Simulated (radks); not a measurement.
**The series with 42 electrons, Mo to Sb⁹⁺**

An exercise on one series of results from a longer session: the logs are not shown, and one member is left open.

Method: scalar-relativistic Kohn-Sham, r2SCAN, spin-polarised, spherical densities, finite nucleus; open shells are filled with parallel spins first. Code: radks (a radial shooting solver on a logarithmic mesh, Libxc functionals) version 1.

## The system

* electrons: 42
* ions: Mo, Tc⁺, Ru²⁺, Rh³⁺, Pd⁴⁺, Ag⁵⁺, Cd⁶⁺, In⁷⁺, Sn⁸⁺, Sb⁹⁺
* configuration: [Kr] 4d5 5s1

Outer shells as boxes (Hund's rule):

[Kr] 4d5 5s1
```
[Kr] core
4d [↑ ][↑ ][↑ ][↑ ][↑ ]
5s [↑ ]
```

Set-up of the first run:

Settings of this run:

```text
Z 42
configuration [Kr] 4d5 5s1
relativity scalar-relativistic
functional r2scan,r2scan
spin polarised
nucleus finite rms 4.4091 fm
c 137.035999084
```

Among the steps run: Mo; Tc⁺; Ru²⁺; Rh³⁺; Pd⁴⁺; Ag⁵⁺; Cd⁶⁺; In⁷⁺; Sn⁸⁺; Sb⁹⁺.

One of the session's tables, all rows but one given; the rest of the session is left out.

| ion | E (hartree) | ε(4s down) (eV) | ε(4p up) (eV) | ε(4p down) (eV) | ε(5s up) (eV) |
| --- | --- | --- | --- | --- | --- |
| Mo | -4049.36168 | -63.499 | -40.484 | -36.649 | -4.881 |
| Tc⁺ | ? | ? | ? | ? | ? |
| Ru²⁺ | -4530.43380 | -100.07 | -74.006 | -68.689 | -21.817 |
| Rh³⁺ | -4782.40557 | -122.67 | -94.790 | -88.852 | -32.809 |
| Pd⁴⁺ | -5042.01465 | -147.68 | -117.83 | -111.32 | -45.279 |
| Ag⁵⁺ | -5309.28530 | -174.95 | -143.00 | -135.95 | -59.150 |
| Cd⁶⁺ | -5584.24184 | -204.38 | -170.20 | -162.64 | -74.375 |
| In⁷⁺ | -5866.92101 | -235.90 | -199.38 | -191.33 | -90.919 |
| Sn⁸⁺ | -6157.35311 | -269.49 | -230.50 | -221.98 | -108.76 |
| Sb⁹⁺ | -6455.57760 | -305.10 | -263.55 | -254.56 | -127.88 |

**Question.** Estimate the row for Tc⁺.

**Answer.** E (hartree): -4286.08726; ε(4s down) (eV): -80.155; ε(4p up) (eV): -55.728; ε(4p down) (eV): -51.102; ε(5s up) (eV): -12.427. In the column «E (hartree)» it lies between Ru²⁺ (-4530.43380) and Mo (-4049.36168).

The configuration is held, so it need not be the ground state of every ion.
